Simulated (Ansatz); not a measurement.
# CH5AlCl2Se: one species, many methods

An exercise on one series of results from a longer session: the logs are not shown, and one member is left open.

Computed with Ansatz 0.2.0, Gaussian basis. Level: functionals in def2-TZVPP, the program's frozen cores in correlated methods.

The runs, in order: LDA (SPW92), PBE-D4, revPBE-D4, BLYP-D4, r2SCAN-D4, B97M-V, PBE0-D4, B3LYP-D4, r2SCANh-D4, r2SCAN0-D4, HSE06-D4, BHLYP-D4, CAM-B3LYP-D4, LC-ωPBE, ωB97X-V, ωB97M-V, B2PLYP, PBE-QIDH; CCSD(T)/def2-SVP; CCSD(T)/def2-TZVPP; MP2/def2-QZVPP; extrapolation to the limit; RPA on PBE.

**The relaxed structure**

An earlier PBE0-D4 in a triple-zeta def2 set relaxation fixed the geometry.

SMILES `[CH3][Al-]([Cl])([Cl])[SeH2+]`, 10 atoms, charge 0, spin multiplicity 1.

Atoms are counted from 1 here; the program's logs count them from 0.

Bond lengths: C1–Al2 1.940 Å, C1–H6 1.094 Å, C1–H7 1.093 Å, C1–H8 1.093 Å, Al2–Cl3 2.123 Å, Al2–Cl4 2.123 Å, Al2–Se5 2.650 Å, Se5–H9 1.470 Å, Se5–H10 1.470 Å. Angles: Al2–C1–H6 110.0°, Al2–C1–H7 111.9°, Al2–C1–H8 111.9°, H6–C1–H7 107.2°, H6–C1–H8 107.2°, H7–C1–H8 108.5°, C1–Al2–Cl3 118.8°, C1–Al2–Cl4 118.8°, C1–Al2–Se5 105.5°, Cl3–Al2–Cl4 115.5°, Cl3–Al2–Se5 95.3°, Cl4–Al2–Se5 95.3°, Al2–Se5–H9 97.2°, Al2–Se5–H10 97.2°, H9–Se5–H10 91.7°.

Set-up of the first run:

Contents of in.yaml:

```yaml
crystal:
  periodic: [false, false, false]
  atoms:
    - {symbol: C, position_ang: [-1.341958, -0.619713, -0.016151]}
    - {symbol: Al, position_ang: [0.573380, -0.785630, -0.278674]}
    - {symbol: Cl, position_ang: [1.720592, -1.815291, 1.181590]}
    - {symbol: Cl, position_ang: [1.331134, -0.867808, -2.260522]}
    - {symbol: Se, position_ang: [1.572657, 1.607747, 0.266403]}
    - {symbol: H, position_ang: [-1.831998, -1.575937, -0.224498]}
    - {symbol: H, position_ang: [-1.589455, -0.346505, 1.013188]}
    - {symbol: H, position_ang: [-1.782037, 0.122701, -0.687412]}
    - {symbol: H, position_ang: [0.831653, 1.836282, 1.515342]}
    - {symbol: H, position_ang: [0.599130, 2.392854, -0.506264]}
basis:
  gaussian: {orbitals: def2-TZVPP}
hamiltonian: {xc: lda}
output: {orbitals: {seedname: orbitals}}
```

Command:

```
ansatz run in.yaml --threads 4 --pin off --events-out ev --progress --plain --max-ram 11315MiB
```

Steps of the session up to this table: LDA; PBE-D4 (GGA); revPBE-D4 (GGA); BLYP-D4 (GGA); r2SCAN-D4 (meta-GGA); B97M-V (meta-GGA); B3LYP-D4 (hybrid); r2SCANh-D4 (hybrid); r2SCAN0-D4 (hybrid); HSE06-D4 (hybrid); BHLYP-D4 (hybrid); CAM-B3LYP-D4 (range-separated); LC-ωPBE (range-separated); ωB97X-V (range-separated); ωB97M-V (range-separated); B2PLYP (double hybrid); PBE-QIDH (double hybrid).

One of the session's tables, all rows but one given; the rest of the session is left out.

It belongs to the step «Orbital energies across the functionals». 

```
  functional  HOMO (eV)  gap (eV)
 LDA (SPW92)      -6.93      4.80
      PBE-D4      -6.78      4.78
   revPBE-D4      -6.73      4.78
     BLYP-D4      -6.64      4.71
   r2SCAN-D4      -7.08      5.29
      B97M-V      -7.16      5.32
     PBE0-D4      -8.06      6.96
    B3LYP-D4      -7.83      6.47
  r2SCANh-D4      -7.55      6.10
  r2SCAN0-D4      -8.26      7.30
    HSE06-D4      -7.66      6.18
    BHLYP-D4          ?         ?
CAM-B3LYP-D4      -9.41      9.39
     LC-ωPBE     -10.77     11.98
     ωB97X-V     -10.41     11.45
     ωB97M-V     -10.25     11.12
```

**Question.** Estimate the row for BHLYP-D4.

Worked estimate for «HOMO (eV)». Against the share of exact exchange, BLYP-D4 (0, -6.64), B3LYP-D4 (0.2, -7.83) give a slope of -5.95 per unit share; at 0.5 the line stands at -9.61.

The run gave: HOMO (eV): -9.23; gap (eV): 9.06. In «HOMO (eV)» the line misses by -0.38.
